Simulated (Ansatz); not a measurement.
What does this script print? It uses Ansatz's Python interface.

`ge_vcrelax.py`
```python
import warnings

import ansatz as az
from ase import Atoms
from ase.data import atomic_numbers
from ase.io import write
import numpy as np
import spglib

def edges_and_angles(cell):
    cell = np.asarray(cell)
    a, b, c = np.linalg.norm(cell, axis=1)
    cosines = cell[1] @ cell[2] / (b * c), cell[0] @ cell[2] / (a * c), cell[0] @ cell[1] / (a * b)
    return (a, b, c, *np.degrees(np.arccos(cosines)))

warnings.simplefilter('ignore', az.DeckWarning)

crystal = (
    az.Lattice.from_parameters(2.976106, 5.189379, 4.727596, alpha=90, beta=90, gamma=90)
    .space_group(63, hermann_mauguin='Cmcm')
    .atom('Ge', (0.0, 0.333447, 0.75))
    .primitive()
)

model = (
    crystal.calculation()
    .occupations('cold', width=0.1)
    .functional('LDA')
    .kpoints(12, 12, 7)
    .basis(38 * az.Ry)
    .relax(force_tolerance=0.02, cell=True)
)
steps = []


def follow(event):
    if event['event'] != 'relax_step':
        return
    row = event['data']
    steps.append(row)
    print(f'step {row["step"]:3d}  E = {row["lagrangian_ev"]:.5f} eV  largest force component = {row["allowed_force_max_ev_ang"]:.4f} eV/A  P = {row["pressure_gpa"]:.3f} GPa')


out = model.session().plan(threads=1).execute(on_event=follow)
summary = out.report

first, last = steps[0], steps[-1]
symbols = [site.symbol for site in out.lattice.sites]
print(f'energy gained {first["lagrangian_ev"] - last["lagrangian_ev"]:.4f} eV in {len(steps) - 1} steps')
for label, vectors in (('before', first['cell_ang']), ('after', out.lattice.cell_ang)):
    print(label, 'a b c (A) {:.4f} {:.4f} {:.4f}  angles {:.2f} {:.2f} {:.2f}'.format(*edges_and_angles(vectors)), f' V = {abs(np.linalg.det(vectors)):.3f} A^3')
print('final stress xx yy zz (GPa, compression positive):', np.round(np.diag(summary['stress_gpa']), 3) + 0.0)

change = np.array(last['positions_ang']) @ np.linalg.inv(last['cell_ang']) - np.array(first['positions_ang']) @ np.linalg.inv(first['cell_ang'])
moved = np.linalg.norm(change @ np.array(last['cell_ang']), axis=1)
print('displacement within the cell, strain taken out (A):', ' '.join(f'{s}:{d:.3f}' for s, d in zip(symbols, moved)))

print('relaxed fractional positions')
for site in out.lattice.sites:
    print(f'  {site.symbol:2s}', ' '.join(f'{v % 1:8.5f}' for v in np.round(site.position_frac, 5)))

relaxed = Atoms(symbols, positions=[site.position_ang for site in out.lattice.sites], cell=out.lattice.cell_ang, pbc=True)
write('relaxed.extxyz', relaxed, format='extxyz')

fractions = [site.position_frac for site in out.lattice.sites]
numbers = [atomic_numbers[s] for s in symbols]
for tolerance in (1e-3, 1e-2, 1e-1):
    print(f'space group at {tolerance} A:', spglib.get_spacegroup((out.lattice.cell_ang, fractions, numbers), symprec=tolerance))

for key in ('converged', 'n_iterations', 'n_electrons', 'n_kpoints', 'n_pw', 'n_symmetry_ops', 'free_energy_ev', 'fermi_energy_ev'):
    print(f'{key:18s} {summary[key]}')
```

```console
$ python ge_vcrelax.py
step   1  E = -8430.82288 eV  largest force component = 0.0057 eV/A  P = -1.354 GPa
step   2  E = -8430.83018 eV  largest force component = 0.0123 eV/A  P = 0.780 GPa
step   3  E = -8430.83208 eV  largest force component = 0.0180 eV/A  P = 0.196 GPa
step   4  E = -8430.83282 eV  largest force component = 0.0169 eV/A  P = -0.231 GPa
step   5  E = -8430.83336 eV  largest force component = 0.0206 eV/A  P = -0.453 GPa
step   6  E = -8430.83407 eV  largest force component = 0.0195 eV/A  P = -0.179 GPa
step   7  E = -8430.83486 eV  largest force component = 0.0091 eV/A  P = 0.262 GPa
step   8  E = -8430.83510 eV  largest force component = 0.0034 eV/A  P = 0.196 GPa
step   9  E = -8430.83512 eV  largest force component = 0.0040 eV/A  P = 0.044 GPa
step  10  E = -8430.83516 eV  largest force component = 0.0005 eV/A  P = -0.034 GPa
step  11  E = -8430.83510 eV  largest force component = 0.0005 eV/A  P = -0.037 GPa
step  12  E = -8430.83511 eV  largest force component = 0.0001 eV/A  P = 0.001 GPa
step  13  E = -8430.83510 eV  largest force component = 0.0001 eV/A  P = 0.001 GPa
energy gained 0.0122 eV in 12 steps
before a b c (A) 2.9911 2.9911 4.7276  angles 90.00 90.00 120.33  V = 36.507 A^3
after a b c (A) 3.0130 3.0130 4.6360  angles 90.00 90.00 121.73  V = 35.798 A^3
final stress xx yy zz (GPa, compression positive): [-0.003  0.005  0.   ]
displacement within the cell, strain taken out (A): Ge:0.088 Ge:0.088
relaxed fractional positions
  Ge  0.64989  0.35011  0.75000
  Ge  0.35011  0.64989  0.25000
space group at 0.001 A: Cmcm (63)
space group at 0.01 A: Cmcm (63)
space group at 0.1 A: Cmcm (63)
converged          True
n_iterations       3
n_electrons        28.0
n_kpoints          172
n_pw               961
n_symmetry_ops     8
free_energy_ev     -8430.835103997955
fermi_energy_ev    11.59841603489849
```

It writes `relaxed.extxyz`:
```text
2
Lattice="1.467045853055846 -2.631717665630739 8.861212677702978e-18 1.4670458530558463 2.631717665630739 -1.2861690277952883e-17 2.790402644211782e-16 2.7382302254666766e-16 4.635994253153191" Properties=species:S:1:pos:R:3 pbc="T T T"
Ge       1.46704585      -0.78891197       3.47699569
Ge       1.46704585       0.78891197       1.15899856
```

Caveats:
- Total energies depend on the potentials; only differences at equal settings carry meaning. A total without «per atom» is that of the cell as typed.
- The zero of the levels is a convention of the potentials, so an absolute Fermi energy is no work function.
- Energies along a relaxation are free energies. Rows at an unchanged volume are solved on a plane-wave basis chosen afresh for that cell, so the energy jumps there and such rows are no steps of the walk.
- Within a few hundredths of an angstrom the cell has the higher group P6_3/mmc; the lower one is a small distortion.
- Edges and angles are those of the cell as typed, here a primitive one, not of the conventional cell.
- This isn't the structure that Ge takes at ambient conditions.
- Wall time of the script: 47 s on 1 thread of Intel(R) Xeon(R) Processor @ 2.30GHz, with other jobs on the host, peak memory 0.65 GiB.
